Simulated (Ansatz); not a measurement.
# GeH₄O (singlet): the correlation ladder at distance Ge1–O2 = 1.601 Å, cc-pVDZ

An exercise on one series of results from a longer session: the logs are not shown, and one member is left open.

Program: Ansatz 0.2.0, Gaussian basis. Level of theory: cc-pVDZ, core rule «outside noble gas», up to 15 orbitals frozen. These are calculated values, not measurements.

Plan: UHF; CCSD(T) on RHF; BCCD(T) on RHF; CISD; CCSDT(Q) on RHF; CASSCF and MRCISD+Q, 2 electrons in 2 orbitals; CASSCF and NEVPT2, 2 electrons in 2 orbitals.

22 further runs of the same task are left out: 1 for a known fault of the program, 2 for a mislabelled method, 13 that didn't finish, 6 set aside as unsound or not needed.

## The system

The geometry derives from a PBE0/def2-TZVP stationary point (not a proven minimum). One bond is set to the value named and the two fragments are kept rigid. No spin-orbit coupling is included. The filled d shell of Ge may be among the frozen orbitals whatever the setting's name suggests; the logs give the count.

6 atoms, charge 0, spin multiplicity 1.

Atoms are counted from 1 here; the program's logs count them from 0.

Bond lengths: Ge1–O2 1.601 Å, Ge1–H3 1.541 Å, Ge1–H4 1.531 Å, Ge1–H5 1.541 Å, O2–H6 0.959 Å. Angles: O2–Ge1–H3 109.9°, O2–Ge1–H4 104.3°, O2–Ge1–H5 109.9°, H3–Ge1–H4 111.4°, H3–Ge1–H5 109.7°, H4–Ge1–H5 111.4°, Ge1–O2–H6 112.7°.

Set-up of the first run:

in.yaml

```yaml
crystal:
  periodic: [false, false, false]
  atoms:
    - {symbol: Ge, position_ang: [0.000000, -0.009483, 0.282279]}
    - {symbol: O, position_ang: [0.000000, 0.095570, -1.315271]}
    - {symbol: H, position_ang: [1.259685, -0.757950, 0.759701]}
    - {symbol: H, position_ang: [0.000000, 1.445876, 0.757153]}
    - {symbol: H, position_ang: [-1.259685, -0.757950, 0.759701]}
    - {symbol: H, position_ang: [0.000000, -0.763545, -1.741978]}
basis:
  gaussian: {orbitals: cc-pVDZ}
magnetization: {spin_polarized: true, initial_magnetization: 0}
hamiltonian: {xc: hf}
output: {orbitals: {seedname: orbitals}}
```

Started as:

```console
ansatz run in.yaml --threads 1 --pin off --events-out ev --progress --plain --max-ram 2393MiB
```

Among the steps run: UHF; CCSD(T) on RHF; BCCD(T) on RHF; CISD; CCSDT(Q) on RHF; CASSCF and MRCISD+Q, 2 electrons in 2 orbitals; CASSCF and NEVPT2, 2 electrons in 2 orbitals.

One table of the session follows, with a row left open; its other results are not shown here.

It belongs to the step «Misses and costs». 

| method | from RCCSDT(Q) (meV) |
| --- | --- |
| RHF | +8880.8 |
| RMP2 | ? |
| RCCSD | +192.6 |
| RCCSD(T) | +32.2 |
| BCCD(T) | +30.7 |
| RCCSDT | +17.5 |
| RCCSDT(Q) | 0 |
| CASSCF pair | +8334.9 |
| NEVPT2 pair | +934.7 |
| MRCISD pair | +798.1 |
| MRCISD+Q pair | +103.8 |

Q: Estimate the row for RMP2 from the others.

The run gave: from RCCSDT(Q) (meV): +926.7. In the column «from RCCSDT(Q) (meV)» it lies between MRCISD pair (+798.1) and NEVPT2 pair (+934.7).

Not comparable, so not listed: CISD (they don't share determinant, frozen orbitals or solution with the rows shown, or repeat one).
